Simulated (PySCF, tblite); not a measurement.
# C₉H₅F₃S₂: excited states

Aim: compute the excited states of C₉H₅F₃S₂ (`FC(F)(F)c1ccc(-c2cccs2)s1`).

Computed with tblite 0.8.0 and PySCF 2.14.0 and routines of our own; the level stands in each step. Atoms count from 0.

## (1) The starting structure

19 atoms, charge 0, multiplicity 1; geometry from: force field or distance geometry start.

## (2) Geometry optimisation with GFN2-xTB

What the job is given:

```
{"job": {"kind": "relax", "xc": "GFN2-xTB", "basis": "xTB"}, "charge": 0, "multiplicity": 1}
F     -3.776500    -1.919200     0.803900
C     -3.695500    -0.588700     0.505500
F     -3.937400     0.081900     1.666400
F     -4.712300    -0.302600    -0.345800
C     -2.367000    -0.237400    -0.062000
C     -2.091500     0.315200    -1.305900
C     -0.687900     0.517700    -1.507400
C      0.084600     0.117700    -0.418300
C      1.526400     0.164000    -0.276400
C      2.285800    -0.235600     0.808500
C      3.685500    -0.037700     0.602500
C      3.953200     0.510200    -0.625000
S      2.528500     0.786200    -1.517900
S     -0.929000    -0.504500     0.822700
H     -2.853000     0.575400    -2.030000
H     -0.277500     0.938400    -2.399600
H      1.879000    -0.653900     1.715800
H      4.453300    -0.290100     1.328400
H      4.921500     0.772400    -1.036000
```

Started as:

```console
$ OMP_NUM_THREADS=2 python excited_run.py task.json out
```

One launch serves the whole session: the jobs run in the order shown.

The program printed:

```text
step      E/eV     max force
  0   -1156.24799    1.440
  1   -1156.33742    0.516
  2   -1156.35694    0.326
  3   -1156.36534    0.223
  4   -1156.37198    0.167
  5   -1156.37644    0.195
  6   -1156.38158    0.189
  7   -1156.38554    0.149
  8   -1156.38800    0.108
  9   -1156.38931    0.077
 10   -1156.39019    0.068
 11   -1156.39088    0.069
 12   -1156.39143    0.063
 13   -1156.39180    0.041
 14   -1156.39200    0.029
 15   -1156.39209    0.027
 16   -1156.39214    0.023
 17   -1156.39219    0.017
 18   -1156.39222    0.013
 19   -1156.39225    0.014
 20   -1156.39228    0.017
 21   -1156.39231    0.021
 22   -1156.39235    0.018
 23   -1156.39237    0.016
 24   -1156.39240    0.014
 25   -1156.39242    0.017
 26   -1156.39245    0.017
 27   -1156.39247    0.011
 28   -1156.39248    0.010
```

It took 0.25 s on 2 threads of Arm Neoverse V2, shared host.

The steps of the relaxation:

```tsv
step	energy from step 0 (eV)	largest force (eV/Å)
0	0.0000	1.4403
1	-0.0894	0.5161
2	-0.1089	0.3264
3	-0.1173	0.2228
4	-0.1240	0.1671
5	-0.1284	0.1950
6	-0.1336	0.1894
7	-0.1375	0.1494
8	-0.1400	0.1080
9	-0.1413	0.0773
10	-0.1422	0.0679
11	-0.1429	0.0692
12	-0.1434	0.0633
13	-0.1438	0.0411
14	-0.1440	0.0294
15	-0.1441	0.0269
16	-0.1441	0.0235
17	-0.1442	0.0175
18	-0.1442	0.0132
19	-0.1443	0.0142
20	-0.1443	0.0171
21	-0.1443	0.0209
22	-0.1444	0.0177
23	-0.1444	0.0160
24	-0.1444	0.0140
25	-0.1444	0.0173
26	-0.1445	0.0171
27	-0.1445	0.0110
28	-0.1445	0.0097
```

Distances of close pairs at the start and the end, largest changes first:

```tsv
bond	before (Å)	after (Å)	change (Å)
C5–C6	1.432	1.403	-0.030
C8–S12	1.713	1.741	+0.028
C9–C10	1.429	1.406	-0.023
C4–C5	1.389	1.366	-0.023
C7–C8	1.450	1.428	-0.021
C6–C7	1.394	1.373	-0.021
C7–S13	1.719	1.739	+0.020
F0–C1	1.366	1.347	-0.019
```

The next job starts from the end point, and lists it.

## (3) Infrared spectrum with GFN2-xTB

What the job is given:

```
{"job": {"kind": "ir", "xc": "GFN2-xTB", "basis": "xTB"}, "charge": 0, "multiplicity": 1}
F     -3.788259    -1.891485     0.787100
C     -3.661092    -0.582563     0.495679
F     -3.946240     0.074406     1.636485
F     -4.645615    -0.289390    -0.366108
C     -2.326923    -0.237714    -0.054807
C     -2.055076     0.310588    -1.276108
C     -0.681493     0.509052    -1.478721
C      0.086613     0.111266    -0.412125
C      1.507363     0.166725    -0.275675
C      2.270521    -0.231537     0.792495
C      3.647371    -0.033118     0.589244
C      3.924870     0.511547    -0.625403
S      2.509367     0.796468    -1.552419
S     -0.897465    -0.522180     0.873603
H     -2.817296     0.557785    -1.992753
H     -0.262772     0.929190    -2.375187
H      1.845535    -0.650760     1.687234
H      4.399723    -0.284534     1.314437
H      4.881065     0.765504    -1.037435
```

The program printed:

```text
mode    cm-1     km/mol
  1      13.7      0.02
  2      43.3      1.27
  3      56.3      0.03
  4      79.3      1.04
  5     131.4      0.97
  6     156.7      0.84
  7     225.8      2.25
  8     231.9      0.07
  9     334.7      3.55
 10     356.4      1.05
 11     359.9      4.18
 12     423.3     19.80
 13     429.9      1.35
 14     473.4      1.84
 15     506.8      3.45
 16     527.3      0.40
 17     567.4      2.27
 18     577.9      4.26
 19     591.6      9.61
 20     661.1     13.12
 21     706.8      1.22
 22     729.9      0.88
 23     735.3     18.16
 24     740.3     17.52
 25     803.2     17.12
 26     814.4      9.99
 27     842.6     43.52
 28     850.9      1.61
 29     851.7      1.36
 30     869.4      8.58
 31     971.8     58.03
 32    1017.6    307.14
 33    1049.4    206.91
 34    1071.0     39.70
 35    1077.2     10.92
 36    1090.5     29.88
 37    1172.5      0.18
 38    1184.0      3.20
 39    1216.5    191.75
 40    1225.5    209.03
 41    1325.8      3.38
 42    1361.2      2.59
 43    1440.1     28.97
 44    1464.1     87.05
 45    1530.2     22.06
 46    1565.7      1.09
 47    3128.4     12.80
 48    3135.8      7.23
 49    3139.6     11.65
 50    3144.7      4.34
 51    3167.5      2.40
```

Run time: 0.93 s. Hardware: 2 threads of Arm Neoverse V2, shared host.

The strongest bands and the atoms that carry them (share of the mass-weighted mode):

```tsv
cm⁻¹	km/mol	atoms
843	43.5	C11 41 %, C8 15 %, S12 14 %, C7 10 %
972	58.0	C4 39 %, C1 16 %, F3 11 %
1018	307.1	C1 74 %, F0 12 %, F2 12 %
1049	206.9	C1 66 %, F3 11 %
1071	39.7	H17 30 %, H16 15 %, H15 11 %, H18 10 %
1216	191.8	C1 23 %, C4 21 %, C7 13 %
1226	209.0	C1 22 %, C8 13 %, C4 13 %, C7 11 %
1464	87.0	C7 29 %, C4 18 %, C6 17 %, C5 14 %
```

## (4) Excited states: TDA wB97X-D/def2-SVP

Settings changed since step 3:

```diff
@@ -1,2 +1,2 @@
-{"job": {"kind": "ir", "xc": "GFN2-xTB", "basis": "xTB"}, "charge": 0, "multiplicity": 1}
+{"job": {"kind": "states", "xc": "wB97X-D", "basis": "def2-SVP", "tda": true, "soc": true, "nstates": 5, "ntriplets": 5, "nquad": 4}, "charge": 0, "multiplicity": 1}
 F     -3.788259    -1.891485     0.787100
```

With the program's defaults for keys left out, this is: TDA wB97X-D/def2-SVP excited states, vertical, gas phase, spin-orbit mean-field couplings.

The program printed:

```text
coarse grid: 19384 points
cycle   1  E = -1440.5531041057  dE =  3.375e+00  |g| = 1.009e+00  |ddm| = 5.485e+00
cycle   2  E = -1440.5357874098  dE =  1.732e-02  |g| = 1.157e+00  |ddm| = 1.718e+00
cycle   3  E = -1440.7565407802  dE = -2.208e-01  |g| = 7.175e-02  |ddm| = 8.807e-01
cycle   4  E = -1440.7574753442  dE = -9.346e-04  |g| = 4.527e-02  |ddm| = 1.348e-01
cycle   5  E = -1440.7579693713  dE = -4.940e-04  |g| = 1.388e-02  |ddm| = 6.414e-02
cycle   6  E = -1440.7580194387  dE = -5.007e-05  |g| = 3.951e-03  |ddm| = 2.034e-02
cycle   7  E = -1440.7580241647  dE = -4.726e-06  |g| = 1.512e-03  |ddm| = 6.624e-03
final grid: 186040 points
cycle   8  E = -1440.9263492126  dE = -1.491e-04  |g| = 9.426e-03  |ddm| = 6.702e-02
cycle   9  E = -1440.9263531306  dE = -3.918e-06  |g| = 8.659e-03  |ddm| = 1.831e-02
cycle  10  E = -1440.9263662009  dE = -1.307e-05  |g| = 9.922e-04  |ddm| = 7.763e-03
cycle  11  E = -1440.9263664201  dE = -2.192e-07  |g| = 3.528e-04  |ddm| = 1.433e-03
cycle  12  E = -1440.9263664519  dE = -3.176e-08  |g| = 1.466e-04  |ddm| = 6.068e-04
cycle  13  E = -1440.9263664582  dE = -6.317e-09  |g| = 3.439e-05  |ddm| = 2.139e-04
cycle  14  E = -1440.9263664588  dE = -5.912e-10  |g| = 2.072e-05  |ddm| = 8.060e-05
converged SCF energy = -1440.9263664588

Singlet excitations
state   eV       nm        f     d(h-e)  d(exc)  Lambda  PR(NTO)  |dmu|/D   mu/D   main configurations
  1   4.3964   282.0   0.66271   0.413   3.504   0.812   1.105    1.296    4.752   H->L 0.94
  2   5.4695   226.7   0.00045   0.285   3.462   0.668   1.416    0.910    4.369   H-1->L 0.74, H->L+1 0.10, H-2->L 0.08
  3   5.6674   218.8   0.12227   0.452   3.317   0.700   1.512    1.411    4.850   H-2->L 0.68, H-1->L 0.11, H->L+4 0.10
  4   5.9029   210.0   0.00038   1.224   3.290   0.385   1.021    3.437    6.892   H->L+2 0.92
  5   6.0983   203.3   0.00021   1.078   3.251   0.433   1.037                     H->L+3 0.93

Triplet excitations (Tamm-Dancoff)
state   eV     d(h-e)  d(exc)  Lambda  PR(NTO)   main configurations
  1   2.6775   0.110   3.217   0.820   1.141   H->L 0.92
  2   4.0513   0.064   2.631   0.791   2.039   H->L+1 0.53, H-3->L 0.40
  3   4.2402   0.026   3.009   0.656   1.268   H-1->L 0.68, H-2->L 0.19
  4   4.3867   0.287   2.946   0.681   1.417   H-2->L 0.66, H-1->L 0.15, H-1->L+1 0.14
  5   5.6305   0.080   2.677   0.795   2.134   H->L+4 0.60, H-3->L+1 0.22
S1 - T1 = 1.7189 eV

Spin-orbit couplings |<S|Hso|T>| (cm-1)
             T1       T2       T3       T4       T5
S0        0.608    0.274    0.770    0.614    1.440
S1        0.014    0.139    0.385    0.499    0.578
S2        0.370    0.362    0.049    0.040    0.088
S3        0.429    0.320    0.125    0.150    0.013
S4       43.250   18.702    2.915    4.395    4.059
S5       30.510   30.081    3.626    6.268    7.302
T1 sublevels (cm-1): 0.000 0.104 0.105   radiative rates (1/s): 0.326 1.32e-06 0.000993
```

It took 93 s on 2 threads of Arm Neoverse V2, shared host; peak memory 1.1 GiB.

From this job:

```tsv
quantity	value
S1 less T1	1.72 eV
```

## (5) What came out

| quantity | value |
| --- | --- |
| strongest single infrared mode (GFN2-xTB) | 1018 cm⁻¹, 307 km/mol |
| zero-point energy (GFN2-xTB) | 71.7 kcal/mol |
| S1 less T1 (step 4, TDA wB97X-D/def2-SVP) | 1.72 eV |

What this shows: No mode is imaginary among the 51: a minimum at this level. The strongest single mode, at 1018 cm⁻¹, moves mainly C1. GFN2-xTB is a fitted tight-binding method: band positions and strengths are rough. Its intensities can rank the bands wrongly. In step 4, the number of triplets below S1 is 4, and the largest singlet-triplet spin-orbit coupling is S4–T1, 43.25 cm⁻¹.
